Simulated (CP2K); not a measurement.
# SnN2H6 (SMILES [NH2][SnH2][NH2]): PM3

What is the energy change on altering one bond length of SnN2H6 at PM3? 

The results are computed with CP2K 2026.2.

5 further runs of the same task are left out: 1 that didn't finish, 4 set aside as unsound or not needed.

**1. The molecule**

SnN2H6 has 9 atoms, charge 0, and is taken as a singlet. As SMILES, `[NH2][SnH2][NH2]`. The shape comes from GFN2-xTB, which is rough for such elements, and wasn't checked as a minimum. This is one conformer, not always the lowest.

Bond lengths: N1–Sn2 2.002 Å, Sn2–N3 2.002 Å, N1–H4 1.010 Å, N1–H5 1.010 Å, Sn2–H6 1.655 Å, Sn2–H7 1.710 Å, N3–H8 1.010 Å, N3–H9 1.010 Å. Some angles: N1–Sn2–N3 103.5°, N1–Sn2–H6 106.7°, N1–Sn2–H7 115.2°, N3–Sn2–H6 106.7°, N3–Sn2–H7 115.2°, Sn2–N1–H4 115.5°, Sn2–N1–H5 115.8°, Sn2–N3–H8 115.5°, Sn2–N3–H9 115.8°, H6–Sn2–H7 109.0°.

**2. Energy and gradient at PM3**

File gas.inp:

```
&GLOBAL
    PROJECT_NAME gas
    RUN_TYPE ENERGY_FORCE
    PRINT_LEVEL MEDIUM
&END GLOBAL

&FORCE_EVAL
    METHOD QS
    &DFT
        &QS
            METHOD PM3
            EPS_DEFAULT 1.0E-10
            &SE
                &COULOMB
                    CUTOFF [angstrom] 50
                    RC_RANGE [angstrom] 0
                &END COULOMB
                &EXCHANGE
                    CUTOFF [angstrom] 50
                    RC_RANGE [angstrom] 0
                &END EXCHANGE
            &END SE
        &END QS
        ! cluster boundary conditions
        &POISSON
            PERIODIC NONE
            POISSON_SOLVER ANALYTIC
        &END POISSON
        &SCF
            SCF_GUESS ATOMIC
            EPS_SCF 1.0E-06
            MAX_SCF 100
            &DIAGONALIZATION
                ALGORITHM STANDARD
            &END DIAGONALIZATION
            &MIXING
                METHOD DIRECT_P_MIXING
                ALPHA 0.4
            &END MIXING
        &END SCF
        ! extra output
        &PRINT
            &MOMENTS
                PERIODIC F
                REFERENCE COM
                MAX_MOMENT 1
            &END MOMENTS
            &MO ON
                ENERGIES T
                OCCUPATION_NUMBERS T
                NDIGITS 6
                &EACH
                    QS_SCF 0
                &END EACH
                ADD_LAST NUMERIC
            &END MO
            &HIRSHFELD OFF
            &END HIRSHFELD
        &END PRINT
    &END DFT
    ! structure
    &SUBSYS
        &CELL
            ABC 19.6 19.6 19.9
            PERIODIC NONE
        &END CELL
        &COORD
            N     -1.187770     0.544730    -1.045040
            Sn     0.542540     0.443830    -0.043800
            N      0.153120    -0.854160     1.429560
            H     -1.635560    -0.341950    -1.229700
            H     -1.161640     1.051310    -1.918540
            H      0.766090     1.919700     0.671000
            H      1.914470     0.074110    -0.995580
            H     -0.339380    -1.691620     1.152400
            H      0.948140    -1.145930     1.979710
        &END COORD
        &TOPOLOGY
            &CENTER_COORDINATES
            &END CENTER_COORDINATES
        &END TOPOLOGY
    &END SUBSYS
    &PRINT
        &FORCES ON
        &END FORCES
    &END PRINT
&END FORCE_EVAL
```

On the command line:

```sh
OMP_NUM_THREADS=1 cp2k.psmp -i gas.inp > gas.out 2>&1
```

What it wrote:

```text
CP2K| version string:                                       CP2K version 2026.2
[...]
 GLOBAL| Method name                                                        CP2K
[...]
 GLOBAL| Run type                                                   ENERGY_FORCE
[...]
                             - Atoms:                                          9
[...]
                             - Spherical basis functions:                     18
[...]
 Number of electrons:                                                         20
[...]
     1 P_Mix/Diag. 0.40E+00    0.0     0.81428778       -13.8470028705 -1.38E+01
[...]
    19 DIIS/Diag.  0.68E-07    0.0     0.00000034       -18.2870694402 -1.59E-11
  *** SCF run converged in    19 steps ***
  Core-core repulsion energy [eV]:                            939.08449529775442
  Core Hamiltonian energy [eV]:                              -754.86015149948935
  Two-electron integral energy [eV]:                        -1363.68161989425994
  Electronic energy [eV]:                                   -1436.70096144661943
  Total energy [eV]:                                         -497.61646614886490
  Atomic reference energy [eV]:                               499.04256914008772
  Heat of formation [kcal/mol]:                                32.88671884791655
[...]
 SE_DIPOLE| Moment [Debye]         -0.98890316       1.51249366       1.38710467
 SE_DIPOLE| Derivative [a.u.]       0.00000000       0.00000000       0.00000000
 ENERGY| Total FORCE_EVAL ( QS ) energy [hartree]            -18.287069440203069
 FORCES| Atomic forces [hartree/bohr]
 FORCES|   Atom     x               y               z               |f|
 FORCES|      1 -2.63678983E-02 -3.92134138E-03 -2.95574498E-02   3.98030880E-02
 FORCES|      2  2.23154337E-02 -6.38317951E-04 -1.23626316E-02   2.55190261E-02
 FORCES|      3  1.54820411E-03 -3.29725488E-02  2.19437604E-02   3.96372871E-02
 FORCES|      4  5.48418681E-03  8.36863870E-03  4.95345270E-03   1.11645471E-02
 FORCES|      5  9.02366604E-04 -2.71338599E-03  1.07338581E-02   1.11082150E-02
 FORCES|      6  3.64227401E-03  1.46395601E-02  6.27909398E-03   1.63404376E-02
 FORCES|      7 -3.23921526E-03  5.28170617E-04  2.02619820E-03   3.85706609E-03
 FORCES|      8  3.27349528E-03  1.05846905E-02  9.92630811E-04   1.11237026E-02
 FORCES|      9 -7.55884701E-03  6.12453426E-03 -5.00891282E-03   1.09423624E-02
 FORCES| Sum    -2.77555756E-17 -1.28369537E-16 -1.73472348E-16
 FORCES| Total atomic force                                       2.17581629E-16
[...]
```

It took 0.45 s on 1 thread of Arm Neoverse N1, shared host; peak memory 0.14 GiB.

**3. The distorted shape**

File calc.inp:

```
&GLOBAL
    PROJECT_NAME calc
    RUN_TYPE ENERGY_FORCE
    PRINT_LEVEL MEDIUM
&END
&FORCE_EVAL
    METHOD QS
    &DFT
        CHARGE 0
        MULTIPLICITY 1
        &QS
            METHOD PM3
            EPS_DEFAULT 1.0E-10
            &SE
                &COULOMB
                    CUTOFF [angstrom] 50
                    RC_RANGE [angstrom] 0
                &END
                &EXCHANGE
                    CUTOFF [angstrom] 50
                    RC_RANGE [angstrom] 0
                &END
            &END
        &END
        &POISSON
            PERIODIC NONE
            POISSON_SOLVER ANALYTIC
        &END
        &SCF
            SCF_GUESS ATOMIC
            EPS_SCF 1.0E-06
            MAX_SCF 100
            &DIAGONALIZATION
                ALGORITHM STANDARD
            &END
            &MIXING
                METHOD DIRECT_P_MIXING
                ALPHA 0.4
            &END
        &END
        &PRINT
            &MOMENTS
                PERIODIC F
                REFERENCE COM
                MAX_MOMENT 1
            &END
            &MO ON
                ENERGIES T
                OCCUPATION_NUMBERS T
                NDIGITS 6
                &EACH
                    QS_SCF 0
                &END
                ADD_LAST NUMERIC
            &END
            &HIRSHFELD OFF
            &END
        &END
    &END
    &SUBSYS
        &CELL
            ABC [angstrom] 19.6 19.9 19.9
            PERIODIC NONE
        &END
        &COORD
            N     -1.232476     0.249582    -1.187987
            Sn     0.497834     0.148682    -0.186747
            N      0.108414    -1.149308     1.286613
            H     -1.680266    -0.637098    -1.372647
            H     -1.206346     0.756162    -2.061487
            H      0.766090     1.919700     0.671000
            H      1.869764    -0.221038    -1.138527
            H     -0.384086    -1.986768     1.009453
            H      0.903434    -1.441078     1.836763
        &END
        &TOPOLOGY
            &CENTER_COORDINATES
            &END
        &END
    &END
    &PRINT
        &FORCES ON
        &END
    &END
&END
```

On the command line:

```sh
OMP_NUM_THREADS=1 cp2k.psmp -i calc.inp -o calc.out
```

What it wrote:

```text
CP2K| version string:                                       CP2K version 2026.2
[...]
 GLOBAL| Method name                                                        CP2K
[...]
 GLOBAL| Run type                                                   ENERGY_FORCE
[...]
                             - Atoms:                                          9
[...]
                             - Spherical basis functions:                     18
[...]
 Number of electrons:                                                         20
[...]
     1 P_Mix/Diag. 0.40E+00    0.0     0.81396519       -13.8774833418 -1.39E+01
[...]
    19 DIIS/Diag.  0.71E-07    0.0     0.00000030       -18.2686538742 -6.57E-12
  *** SCF run converged in    19 steps ***
  Core-core repulsion energy [eV]:                            930.22456483516783
  Core Hamiltonian energy [eV]:                              -754.43954069164215
  Two-electron integral energy [eV]:                        -1345.80075451179118
  Electronic energy [eV]:                                   -1427.33991794753774
  Total energy [eV]:                                         -497.11535311236992
  Atomic reference energy [eV]:                               499.04256914008772
  Heat of formation [kcal/mol]:                                44.44266091077293
[...]
 SE_DIPOLE| Moment [Debye]         -0.97210990       1.41113720       1.31996199
 SE_DIPOLE| Derivative [a.u.]       0.00000000       0.00000000       0.00000000
 ENERGY| Total FORCE_EVAL ( QS ) energy [hartree]            -18.268653874161441
 FORCES| Atomic forces [hartree/bohr]
 FORCES|   Atom     x               y               z               |f|
 FORCES|      1 -2.79424775E-02 -1.76591965E-03 -2.95625926E-02   4.07166723E-02
 FORCES|      2  3.20621950E-02  5.84313924E-02  1.58106964E-02   6.84995626E-02
 FORCES|      3  1.36821070E-03 -3.22681822E-02  2.45154246E-02   4.05476710E-02
 FORCES|      4  6.38672822E-03  8.14812791E-03  5.47566784E-03   1.17117558E-02
 FORCES|      5  1.45282486E-03 -2.76282907E-03  1.11186993E-02   1.15485669E-02
 FORCES|      6 -6.92624659E-03 -4.91578771E-02 -2.41212342E-02   5.51933303E-02
 FORCES|      7 -2.32817910E-03  1.64458490E-03  2.16415128E-03   3.57891439E-03
 FORCES|      8  3.41445362E-03  1.11597652E-02  1.04922905E-04   1.16708980E-02
 FORCES|      9 -7.48750915E-03  6.57093769E-03 -5.50573544E-03   1.13821412E-02
 FORCES| Sum    -8.32667268E-16  1.83880688E-16  1.31838984E-16
 FORCES| Total atomic force                                       8.62860594E-16
[...]
```

Wall time 0.46 s (1 thread of Arm Neoverse N1, shared host); peak memory 0.14 GiB.

**4. Results**

Level: PM3.

| quantity | value |
| --- | --- |
| first shape: total energy | -18.28707 Eh |
| first shape: dipole moment | 2.28 D |
| first shape: HOMO energy | -9.46 eV |
| first shape: heat of formation at this unrelaxed shape | 32.9 kcal/mol |
| first shape: largest force on an atom | 2.047 eV/Å |
| distorted shape: total energy | -18.26865 Eh |
| distorted shape: dipole moment | 2.16 D |
| distorted shape: HOMO energy | -9.39 eV |
| distorted shape: heat of formation at this unrelaxed shape | 44.4 kcal/mol |
| distorted shape: largest force on an atom | 3.522 eV/Å |
| energy change with the Sn2–H6 bond stretched from 1.655 to 1.986 Å | 0.501 eV |

What this shows: With the Sn2–H6 bond stretched from 1.655 to 1.986 Å the energy rises by 0.50 eV (48.4 kJ/mol). The first shape isn't relaxed at this level, so the change isn't measured from a minimum. The largest force (first shape) is 2.05 eV/Å: the shape isn't a stationary point for this species at this level.
